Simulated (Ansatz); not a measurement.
# CH2AlClO: short molecular-dynamics run from a Python script

Aim: a short molecular-dynamics run, for CH2AlClO, run from a script. SMILES: [Cl][Al]1[CH2][O]1.

All numbers are computed with Ansatz 0.2.0, driven from Python. Level of theory: BLYP/6-31G.

## Step 1: The structure

Bond lengths: Cl1–Al2 2.228 Å, Al2–C3 1.900 Å, Al2–O4 1.920 Å, C3–O4 1.375 Å, C3–H5 1.142 Å, C3–H6 1.122 Å. Angles: Cl1–Al2–C3 139.3°, Cl1–Al2–O4 149.7°, C3–Al2–O4 42.2°, Al2–C3–O4 69.7°, Al2–C3–H5 118.1°, Al2–C3–H6 120.6°, O4–C3–H5 107.2°, O4–C3–H6 112.9°, H5–C3–H6 116.8°, Al2–O4–C3 68.1°.

The script holds or builds the structure itself.

## Step 2: Script

Contents of md_ch2alclo.py:

```python
'''A short Born-Oppenheimer trajectory of CH2AlClO.'''

import warnings

import ansatz as az
import numpy as np

params = {
    'basis_set': '6-31G',
    'xc': 'blyp',
    'n_steps': 30,
    'temperature_k': 800,
}

GEOMETRY = '''
Cl   -1.88710   -2.30620    0.75470
Al   -0.97600   -0.49290   -0.16430
C     0.55750    0.61000    0.03850
O     0.36320    0.30140   -1.28740
H     1.53600    0.11750    0.36050
H     0.44850    1.70610    0.25180
'''


def main() -> None:
    warnings.simplefilter('ignore', az.DeckWarning)

    molecule = az.Crystal.molecule()
    for line in GEOMETRY.strip().splitlines():
        symbol, *xyz = line.split()
        molecule = molecule.atom(symbol, [float(v) for v in xyz])

    calculation = (
        molecule.calculation()
        .basis(gaussian=params['basis_set'])
        .functional(params['xc'])
        .md('nve', timestep=0.5, steps=params['n_steps'], temperature=params['temperature_k'], initial_velocities='maxwell_boltzmann', seed=2)
    )
    frames = []
    calculation.session().plan().execute(on_event=lambda e: frames.append(e['data']) if e['event'] == 'md_step' else None)
    print('t (fs)   E_pot (eV)      E_kin (eV)   T (K)   d(0-1) (A)')
    for f in frames[::2]:
        xyz = np.array(f['positions_ang'])
        print(f'{f["time_fs"]:6.2f} {f["lagrangian_ev"]:14.5f} {f["e_kin_ev"]:10.5f} {f["temperature_k"]:8.1f} {np.linalg.norm(xyz[0] - xyz[1]):9.4f}')
    kept = np.array([f['conserved_ev'] for f in frames])
    print(f'conserved energy moves by at most {1000 * np.ptp(kept):.3f} meV')


if __name__ == '__main__':
    main()
```

## Step 3: The calls as engine input

The package turns the script's settings into the engine's input:

```yaml
crystal:
  periodic: [false, false, false]
  atoms:
    - { symbol: Cl, position_ang: [-1.8871, -2.3062, 0.7547] }
    - { symbol: Al, position_ang: [-0.976, -0.4929, -0.1643] }
    - { symbol: C, position_ang: [0.5575, 0.61, 0.0385] }
    - { symbol: O, position_ang: [0.3632, 0.3014, -1.2874] }
    - { symbol: H, position_ang: [1.536, 0.1175, 0.3605] }
    - { symbol: H, position_ang: [0.4485, 1.7061, 0.2518] }
basis:
  gaussian:
    orbitals: "6-31G"
hamiltonian:
  xc: blyp
md:
  timestep: 0.5
  n_steps: 30
  ensemble: nve
  temperature: 800.0
  initial_velocities: maxwell_boltzmann
  seed: 2
```

## Step 4: Launch

Launch:

```
> python md_ch2alclo.py
```

**Question.** What results will this script give? Wanted: total energy; dipole moment; mean temperature, second half; farthest move; largest change of the conserved energy.

**Answer**, as computed:

```
                              quantity            value
                          total energy   -22232.4527 eV
                         dipole moment           1.95 D
                     length of the run  30 steps, 15 fs
         mean temperature, second half           1556 K
                         farthest move           0.41 Å
largest change of the conserved energy    0.17 meV/atom
```

**Reading.** The temperature swings between 772 and 1654 K, with a mean of 1556 K in the second half; 6 atoms fluctuate widely. The conserved energy stays within 0.17 meV/atom, so the time step holds. A run of 15 fs is far too short for averages. The trajectory is only some femtoseconds long, and gives no averages; where the script doesn't relax first, it starts from a rough generated geometry. The temperature counts the internal degrees of freedom alone.
